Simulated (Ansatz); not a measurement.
**C2H8O3Si2: up Jacob's ladder to CCSD(T)**

One table from this session's results is given with a row withheld; the runs are named, their logs left out.

Program: Ansatz 0.2.0, Gaussian basis. Level of theory: functionals in def2-TZVPP, the program's frozen cores in correlated methods. These are calculated values, not measurements.

The runs, in order: PBE-D4, r2SCAN-D4, PBE0-D4, B3LYP-D4, ωB97X-V, ωB97M-V, B2PLYP; CCSD(T)/def2-TZVPP; MP2/def2-QZVPP; extrapolation to the limit.

**The relaxed structure**

All runs share one geometry, relaxed beforehand with PBE0-D4 in a triple-zeta def2 set.

15 atoms, charge 0, spin multiplicity 1.

Atoms are counted from 1 here; the program's logs count them from 0.

Bond lengths: C1–C2 1.330 Å, C1–H8 1.086 Å, C1–H9 1.086 Å, C2–Si3 1.845 Å, C2–H10 1.089 Å, Si3–O4 1.652 Å, Si3–O5 1.633 Å, Si3–H11 1.484 Å, O4–H12 0.959 Å, O5–Si6 1.638 Å, Si6–O7 1.638 Å, Si6–H13 1.486 Å, Si6–H14 1.477 Å, O7–H15 0.961 Å. Angles: C2–C1–H8 122.3°, C2–C1–H9 121.5°, H8–C1–H9 116.2°, C1–C2–Si3 122.8°, C1–C2–H10 118.5°, Si3–C2–H10 118.8°, C2–Si3–O4 106.8°, C2–Si3–O5 109.6°, C2–Si3–H11 113.2°, O4–Si3–O5 110.5°, O4–Si3–H11 109.1°, O5–Si3–H11 107.7°, Si3–O4–H12 116.6°, Si3–O5–Si6 138.2°, O5–Si6–O7 111.2°, O5–Si6–H13 107.5°, O5–Si6–H14 109.3°, O7–Si6–H13 111.4° and more.

Coordinates:

```xyz
15
C2H8O3Si2
C     1.75059   -1.54184   -0.71792
C     0.69931   -1.86778    0.02942
Si   -0.26016   -0.62537    0.99865
O    -1.83811   -0.76978    0.53144
O     0.29822    0.87428    0.67139
Si   -0.06291    2.12172   -0.32660
O    -1.66225    2.15312   -0.67963
H     2.31106   -2.28052   -1.28405
H     2.09532   -0.51486   -0.79590
H     0.39785   -2.91331    0.07309
H    -0.16840   -0.83020    2.46545
H    -2.50017   -0.47995    1.16133
H     0.75966    1.96403   -1.55390
H     0.23741    3.39663    0.35699
H    -2.05740    1.31384   -0.92978
```

The first run:

File in.yaml:

```yaml
crystal:
  periodic: [false, false, false]
  atoms:
    - {symbol: C, position_ang: [1.750593, -1.541840, -0.717922]}
    - {symbol: C, position_ang: [0.699307, -1.867780, 0.029421]}
    - {symbol: Si, position_ang: [-0.260155, -0.625370, 0.998655]}
    - {symbol: O, position_ang: [-1.838114, -0.769779, 0.531443]}
    - {symbol: O, position_ang: [0.298215, 0.874280, 0.671394]}
    - {symbol: Si, position_ang: [-0.062909, 2.121718, -0.326598]}
    - {symbol: O, position_ang: [-1.662253, 2.153121, -0.679630]}
    - {symbol: H, position_ang: [2.311060, -2.280521, -1.284051]}
    - {symbol: H, position_ang: [2.095322, -0.514861, -0.795905]}
    - {symbol: H, position_ang: [0.397854, -2.913307, 0.073089]}
    - {symbol: H, position_ang: [-0.168400, -0.830204, 2.465453]}
    - {symbol: H, position_ang: [-2.500171, -0.479946, 1.161329]}
    - {symbol: H, position_ang: [0.759657, 1.964029, -1.553899]}
    - {symbol: H, position_ang: [0.237407, 3.396632, 0.356993]}
    - {symbol: H, position_ang: [-2.057402, 1.313836, -0.929782]}
basis:
  gaussian: {orbitals: def2-TZVPP}
hamiltonian: {xc: pbe, dispersion: d4}
output: {forces: true, orbitals: {seedname: orbitals}}
```

The run is started by

```
$ ansatz run in.yaml --threads 2 --pin off --events-out ev --progress --plain --max-ram 32768MiB --backend cuda --devices 0, --max-vram 18GiB
```

Steps of the session up to this table: PBE-D4 (GGA); r2SCAN-D4 (meta-GGA); PBE0-D4 (hybrid); B3LYP-D4 (hybrid); ωB97X-V (range-separated); ωB97M-V (range-separated); B2PLYP (double hybrid); CCSD(T) in def2-TZVPP; MP2 in def2-QZVPP.

One table of the session follows, with a row left open; its other results are not shown here.

```
            method  atomisation energy (eV)
            PBE-D4                   62.859
         r2SCAN-D4                   62.349
           PBE0-D4                   61.772
          B3LYP-D4                   62.117
           ωB97X-V                   62.411
           ωB97M-V                   62.482
            B2PLYP                        ?
     HF/def2-TZVPP                   45.657
    MP2/def2-TZVPP                   62.094
   CCSD/def2-TZVPP                   59.888
CCSD(T)/def2-TZVPP                   60.782
           MP2/CBS                   63.878
       CCSD(T)/CBS                   62.567
```

**Question.** Estimate the row for B2PLYP.

**Answer.** atomisation energy (eV): 61.616. In the column «atomisation energy (eV)» it lies between CCSD(T)/def2-TZVPP (60.782) and PBE0-D4 (61.772).

Limits of these values: Free atoms (2 C, 2 Si, 3 O, 8 H) were run apart at each level; the atomisation energy is their sum less the molecule, without zero-point or spin-orbit terms.
